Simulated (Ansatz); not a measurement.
## Ni3Pt, space group Pm-3m: a frozen displacement of one atom

Run with the Ansatz DFT code, driven from Python.

`ni3pt_push.py`
```python
"""Frozen displacement of one atom in Ni3Pt."""

import ansatz as az
import numpy as np
from pymatgen.core import Lattice, Structure
from pymatgen.io.ase import AseAtomsAdaptor


def main() -> None:
    pmg_structure = Structure(
        Lattice([(3.62457, 0.0, 0.0), (0.0, 3.62457, 0.0), (0.0, 0.0, 3.62457)]),
        ["Ni", "Ni", "Ni", "Pt"],
        [
            (0.5, 0.0, 0.5),
            (0.0, 0.5, 0.5),
            (0.5, 0.5, 0.0),
            (0.0, 0.0, 0.0),
        ],
    )
    crystal = az.Crystal.from_ase(AseAtomsAdaptor.get_atoms(pmg_structure)).moments(Ni=2.0)

    inverse = np.linalg.inv(np.array(crystal.lattice.vectors))
    home = np.array(crystal.sites[0].position)
    values = np.linspace(-0.05, 0.05, 5)
    energies, pulls = [], []
    for shift in values:
        moved = crystal.move(0, to=home + shift * inverse[1])
        base = (
            moved.calculation()
            .functional(az.Functional.PBESOL, dispersion="d3bjatm")
            .pseudopotentials("paw")
            .kpoints(spacing=0.32)
            .occupations("Fermi-Dirac", width=100 * az.meV)
            .spin("collinear")
            .forces()
        )
        r = base.run(threads=1, backend="cpu").report
        energies.append(r["free_energy_ev"])
        pulls.append(r["forces_ev_ang"][0][1])

    # the force is minus the slope of the free energy
    print("shift (A)   dE (eV)   force along y (eV/A)")
    for shift, e, f in zip(values, energies, pulls):
        print(f"{shift:8.3f} {e - energies[2]:10.5f} {f:12.4f}")
    print(f"stiffness from energies {2 * np.polyfit(values, energies, 2)[0]:.3f}, from forces {-np.polyfit(values, pulls, 1)[0]:.3f} eV/A^2")


if __name__ == "__main__":
    main()
```

```console
$ python ni3pt_push.py
DeckWarning: basis.ecutwfc = 420 eV, auto-derived from the records' recommended cutoffs: set by Ni (normal level)
shift (A)   dE (eV)   force along y (eV/A)
  -0.050    0.00715       0.2865
  -0.025    0.00179       0.1430
   0.000    0.00000      -0.0000
   0.025    0.00179      -0.1430
   0.050    0.00715      -0.2865
stiffness from energies 5.724, from forces 5.727 eV/A^2
```
(Warnings from the package without file and line.)

The curvature of the energy gives 5.724 eV/Å² and the slope of the force 5.727 eV/Å², a positive curvature.

Notes:
- Other magnetic orders than the one started from may lie lower.
- Dispersion corrections can be off by several per cent in the lattices of metals, and by several GPa in the pressure at a fixed cell.
- For a metal this k-point mesh is coarse: on a finer one energies can move by several to tens of meV an atom and pressures by half a GPa or more, differences at one mesh by less.
- In a metal a curvature from energy changes of a few meV or less hangs on mesh and smearing, in size and even in sign.
- Spin-orbit coupling, which matters for elements this heavy, is left out.
- The structure comes from a database of computed cells and needn't be a stable or known phase.
- All periodic images of the atom move with it, so the curvature is one diagonal element of the zone-centre force constants and no normal mode; a positive value doesn't exclude soft modes in which several atoms move.
- It ran for 120 s on 1 thread of Intel(R) Xeon(R) Platinum 8259CL CPU @ 2.50GHz (Skylake/Cascade Lake), with other jobs on the host, peak memory 0.63 GiB.
